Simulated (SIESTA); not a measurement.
Ba2Tl5V3O12:

```
CELL_PARAMETERS angstrom
6.48991 -6.67692 -0.04765
6.48991 6.67692 -0.04765
-1.96739 0.00000 5.75220
ATOMIC_POSITIONS crystal
Ba 0.47917 0.52083 0.00000
Ba 0.79264 0.20736 0.00000
V 0.65694 0.94605 0.25735
V 0.05395 0.34306 0.74265
V 0.57442 0.42558 0.50000
Tl 0.49835 0.85629 0.63726
Tl 0.14371 0.50165 0.36274
Tl 0.01508 0.98492 0.50000
Tl 0.30964 0.12677 0.21892
Tl 0.87323 0.69036 0.78108
O 0.00390 0.26325 0.44275
O 0.59719 0.60676 0.67706
O 0.91333 0.42820 0.84635
O 0.52536 0.79943 0.20594
O 0.68766 0.41628 0.31356
O 0.09251 0.20316 0.88601
O 0.58372 0.31234 0.68644
O 0.79684 0.90749 0.11399
O 0.57180 0.08667 0.15365
O 0.20057 0.47464 0.79406
O 0.73675 0.99610 0.55725
O 0.39324 0.40281 0.32294
```

The cell was built by a generator and needn't be a form met in nature.

Base run:

```yaml
Program: SIESTA 5.4.2
Functional: BLYP
Potentials_or_basis: PseudoDojo 0.4 standard (PBE files)
Basis: DZP (energy shift 0.003 Ry; two zetas on semicore shells; d shell added on Ba)
Grid_cutoff: 800 Ry
Energy_shift: 0.003 Ry
k_mesh: 3 × 3 × 5
Occupations: fermi-dirac, width 0.05 eV
Spin: collinear spin, ferromagnetic start
Starting_moments: "[0.0, 0.0, 2.0, 2.0, 2.0, 0.0, 0.0, 0.0, 0.0, 0.0, 0.0, 0.0, 0.0, 0.0, 0.0, 0.0, 0.0, 0.0, 0.0, 0.0, 0.0, 0.0] μB"
```

Its results: band gap on the k mesh 2.88 eV, indirect (least direct gap 2.93 eV); pressure 3.6 GPa; net moment 0.00 μB per cell; largest force 0.704 eV/Å.

After a change of settings the same cell gave: band gap on the k mesh 2.93 eV, indirect (least direct gap 2.99 eV); pressure 3.1 GPa; net moment 0.00 μB per cell; largest force 0.454 eV/Å. Which change was it?
A. functional from BLYP to AM05; potentials or basis from PseudoDojo 0.4 standard (PBE files) to PseudoDojo 0.4 standard (PBEsol files)
B. functional from BLYP to PBEsol; potentials or basis from PseudoDojo 0.4 standard (PBE files) to PseudoDojo 0.4 standard (PBEsol files)
C. functional from BLYP to RPBE
D. functional from BLYP to LDA; potentials or basis from PseudoDojo 0.4 standard (PBE files) to PseudoDojo 0.4 standard (LDA files)

C.

Caveats: this set's barium file shifts pressures by up to 1 GPa against other sets; the potentials were made for another functional, which shifts forces and pressure; spin-orbit coupling is left out, which as a rule narrows the gap of such compounds by several tenths of an eV; the basis of atomic orbitals isn't converged, which shifts pressures, moduli and gaps.

Runs at the PBE level aren't shown here.
